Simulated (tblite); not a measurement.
# C2H10Ge2OSe: the cost of one run

Computed with tblite 0.8.0 and PySCF 2.14.0, with density-fitted response routines of our own, on a single molecule in the gas phase. Atoms are numbered from 0 throughout.

### Step 1. The starting structure

16 atoms, charge 0, multiplicity 1; geometry from: force field or distance geometry start.

Bonds of the start (Å): C0–O1 1.41, O1–C2 1.41, C2–Ge3 1.94, Ge3–Se4 2.35, Se4–Ge5 2.36, C0–H6 1.12, C0–H7 1.12, C0–H8 1.11, C2–H9 1.11, C2–H10 1.12, Ge3–H11 1.56, Ge3–H12 1.56, Ge5–H13 1.55, Ge5–H14 1.55, Ge5–H15 1.55.

### Step 2. Relaxing the molecule with GFN2-xTB

Job settings and geometry (Å):

```
{"job": {"kind": "relax", "xc": "GFN2-xTB", "basis": "xTB"}, "charge": 0, "multiplicity": 1}
C      2.275900     1.218500    -0.785700
O      1.577500     0.011300    -0.589700
C      0.828400     0.094600     0.605000
Ge    -0.165800    -1.554000     0.832500
Se    -1.376400    -2.071000    -1.109500
Ge    -2.727800    -0.158700    -0.832300
H      1.556400     2.067700    -0.934300
H      2.969200     1.444600     0.060300
H      2.880200     1.129500    -1.707300
H      1.469900     0.235300     1.494900
H      0.076000     0.924800     0.539800
H     -1.143100    -1.421300     2.039500
H      0.832800    -2.706400     1.137400
H     -3.263300    -0.119800     0.618400
H     -3.912100    -0.202400    -1.824000
H     -1.885400     1.116000    -1.093600
```

On the command line:

```bash
$ OMP_NUM_THREADS=1 python probes_run.py task.json out
```

This one command runs all jobs of the session in turn.

Q: Estimate the wall time and peak memory of this first job on 1 thread of Arm Neoverse N1, shared host.

About 2.7 s, with a peak of 0.18 GiB.
